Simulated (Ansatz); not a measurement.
# Te2Mo: the cost of one run

Method: DFT PBE+D3(BJ), scalar-relativistic, plane waves, PAW, and further levels as typed in the inputs, in Ansatz 0.2.0.

### 1 The structure to begin with

Symmetry: P6_3/mmc, No. 194, hexagonal system. Conventional cell: a = 3.518 Å, b = 3.518 Å, c = 13.974 Å, α = 90.00°, β = 90.00°, γ = 120.00°. Te (site symmetry 3m) has 3 Mo at 2.72 Å as nearest neighbours. Mo (site symmetry -6m2) has 6 Te at 2.72 Å as nearest neighbours.

As a file:

```xyz
6
Lattice="3.5182 0.0000 0.0000 -1.7591 3.0469 0.0000 0.0000 0.0000 13.9736" Properties=species:S:1:pos:R:3 pbc="T T T"
Te    0.0000    2.0312    8.6776
Te    1.7591    1.0156    1.6908
Te    0.0000    2.0312   12.2828
Te    1.7591    1.0156    5.2960
Mo    0.0000    2.0312    3.4934
Mo    1.7591    1.0156   10.4802
```

The structure rests on an entry of the Crystallography Open Database; cell or positions may have been set otherwise for this series.

### 2 Relaxing cell and atoms: Te2Mo, no spin

Contents of input.yaml:

```yaml
crystal:
  lattice:
    - [3.5182, 0.0, 0.0]
    - [-1.7591, 3.0468505756, 0.0]
    - [0.0, 0.0, 13.9736]
  atoms:
    - { symbol: Te, position: [0.3333333333, 0.6666666667, 0.621] }
    - { symbol: Te, position: [0.6666666667, 0.3333333333, 0.121] }
    - { symbol: Te, position: [0.3333333333, 0.6666666667, 0.879] }
    - { symbol: Te, position: [0.6666666667, 0.3333333333, 0.379] }
    - { symbol: Mo, position: [0.3333333333, 0.6666666667, 0.25] }
    - { symbol: Mo, position: [0.6666666667, 0.3333333333, 0.75] }
scf:
  occupations: { method: fixed }
output:
  forces: true
  stress: true
  eigenvalues: true
  write_density: true
  write_potential: true
  elf: true
  volumetric_format: npy
kpoints:
  mp_grid: { grid: [12, 12, 4] }
hamiltonian:
  xc: pbe
  dispersion: d3bj
relax:
  f_tol: 0.005
  max_steps: 60
  cell: { stress_tol: 0.03 }
```

Command:

```console
$ ansatz run input.yaml --threads 8 --pin off --max-ram 12288MiB --backend cpu --events-out ev --progress --plain --runs-dir out
```

**Question.** How long does this run take on 8 threads of AMD EPYC 9R45 (Zen 5), shared host, and how much memory does it need?

About 13 s, with a peak of 0.96 GiB.
